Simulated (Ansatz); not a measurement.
**C₃H₅BrO: up Jacob's ladder to CCSD(T)**

An exercise on one series of results from a longer session: the logs are not shown, and one member is left open.

Method: functionals in def2-TZVPP, the program's frozen cores in correlated methods; program: Ansatz 0.2.0, Gaussian basis.

Plan: PBE-D4, r2SCAN-D4, PBE0-D4, B3LYP-D4, ωB97X-V, ωB97M-V, B2PLYP; CCSD(T)/def2-TZVPP; MP2/def2-QZVPP; extrapolation to the limit.

**Structure used throughout**

The geometry comes from an earlier relaxation with PBE0-D4 in a triple-zeta def2 set; it is a stationary point, not always the lowest conformer.

SMILES `OC/C=C/Br`, 10 atoms, charge 0, spin multiplicity 1.

Atoms are counted from 1 here; the program's logs count them from 0.

Bond lengths: O1–C2 1.413 Å, O1–H6 0.961 Å, C2–C3 1.494 Å, C2–H7 1.094 Å, C2–H8 1.098 Å, C3–C4 1.322 Å, C3–H9 1.086 Å, C4–Br5 1.879 Å, C4–H10 1.083 Å. Angles: C2–O1–H6 108.0°, O1–C2–C3 112.0°, O1–C2–H7 105.5°, O1–C2–H8 111.7°, C3–C2–H7 109.9°, C3–C2–H8 110.1°, H7–C2–H8 107.4°, C2–C3–C4 122.2°, C2–C3–H9 117.0°, C4–C3–H9 120.8°, C3–C4–Br5 123.7°, C3–C4–H10 123.5°, Br5–C4–H10 112.8°.

Set-up of the first run:

Contents of in.yaml:

```yaml
crystal:
  periodic: [false, false, false]
  atoms:
    - {symbol: O, position_ang: [0.301573, -1.879228, 0.731940]}
    - {symbol: C, position_ang: [0.769158, -0.755953, 0.014232]}
    - {symbol: C, position_ang: [-0.351961, 0.098559, -0.480558]}
    - {symbol: C, position_ang: [-0.468348, 1.372013, -0.143781]}
    - {symbol: Br, position_ang: [-1.865053, 2.482404, -0.733050]}
    - {symbol: H, position_ang: [-0.245247, -1.562118, 1.456186]}
    - {symbol: H, position_ang: [1.329669, -1.162932, -0.832053]}
    - {symbol: H, position_ang: [1.466828, -0.154331, 0.612179]}
    - {symbol: H, position_ang: [-1.091315, -0.377350, -1.117743]}
    - {symbol: H, position_ang: [0.237796, 1.887737, 0.495449]}
basis:
  gaussian: {orbitals: def2-TZVPP}
hamiltonian: {xc: pbe, dispersion: d4}
output: {forces: true, orbitals: {seedname: orbitals}}
```

Started as:

```
$ ansatz run in.yaml --threads 4 --pin off --events-out ev --progress --plain --max-ram 10444MiB
```

Steps of the session up to this table: PBE-D4 (GGA); r2SCAN-D4 (meta-GGA); PBE0-D4 (hybrid); B3LYP-D4 (hybrid); ωB97X-V (range-separated); ωB97M-V (range-separated); B2PLYP (double hybrid); CCSD(T) in def2-TZVPP; MP2 in def2-QZVPP.

One of the session's tables, all rows but one given; the rest of the session is left out.

```
            method  atomisation energy (kJ/mol)
            PBE-D4                       3994.4
         r2SCAN-D4                       3886.1
           PBE0-D4                       3901.3
          B3LYP-D4                       3862.5
           ωB97X-V                       3864.9
           ωB97M-V                       3872.4
            B2PLYP                       3828.8
     HF/def2-TZVPP                       2749.7
    MP2/def2-TZVPP                       3860.2
   CCSD/def2-TZVPP                       3701.3
CCSD(T)/def2-TZVPP                       3771.4
           MP2/CBS                       3962.8
       CCSD(T)/CBS                            ?
```

Q: Estimate the row for CCSD(T)/CBS from the others.

As computed: atomisation energy (kJ/mol): 3874.1. In the column «atomisation energy (kJ/mol)» it lies between ωB97M-V (3872.4) and r2SCAN-D4 (3886.1).
